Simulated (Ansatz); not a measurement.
**RuF (doublet): from Hartree-Fock to the top rungs, def2-SVP**

One table from this session's results is given with a row withheld; the runs are named, their logs left out.

The runs use Ansatz 0.2.0, Gaussian basis; def2-SVP, core rule «outside noble gas», up to 5 orbitals frozen.

To be run: UHF; CCSD(T) on ROHF; CISD; CCSDT(Q) on ROHF.

16 further runs of the same task are left out: 9 for a known fault of the program, 2 that didn't finish, 5 set aside as unsound or not needed.

**The geometry**

The geometry is a PBE0/def2-TZVP stationary point (not a proven minimum) of the parent state, kept for this charge and spin. No spin-orbit coupling is included. Elements past krypton take def2 core potentials.

2 atoms, charge 0, spin multiplicity 2.

Atoms are counted from 1 here; the program's logs count them from 0.

Bond lengths: Ru1–F2 1.896 Å.

The first run:

Input file in.yaml:

```yaml
crystal:
  periodic: [false, false, false]
  atoms:
    - {symbol: Ru, position_ang: [0.000000, 0.000000, 0.000000]}
    - {symbol: F, position_ang: [0.000000, 0.000000, 1.895800]}
basis:
  gaussian: {orbitals: def2-SVP}
magnetization: {spin_polarized: true, initial_magnetization: 1}
hamiltonian: {xc: hf}
output: {orbitals: {seedname: orbitals}}
```

On the command line:

```console
> ansatz run in.yaml --threads 1 --pin off --events-out ev --progress --plain --max-ram 2393MiB
```

Steps of the session up to this table: UHF; CCSD(T) on ROHF; CISD; CCSDT(Q) on ROHF.

One table of the session follows, with a row left open; its other results are not shown here.

| method | from RCCSDT(Q) (meV) |
| --- | --- |
| ROHF | +9647.9 |
| UHF | ? |
| RMP2 | +653.9 |
| RCCSD | +349.5 |
| RCCSD(T) | +81.4 |
| RCCSDT | +22.9 |
| RCCSDT(Q) | 0 |

Estimate the missing values for UHF.

The run gave: from RCCSDT(Q) (meV): +8962.7. In the column «from RCCSDT(Q) (meV)» it lies between RMP2 (+653.9) and ROHF (+9647.9).

Not comparable, so not listed: CISD (they don't share determinant, frozen orbitals or solution with the rows shown, or repeat one).

Limits of these values: The determinant is far from a pure spin state, so its energy mixes those of several spin states (harmless only where they are near-degenerate, as at dissociation).
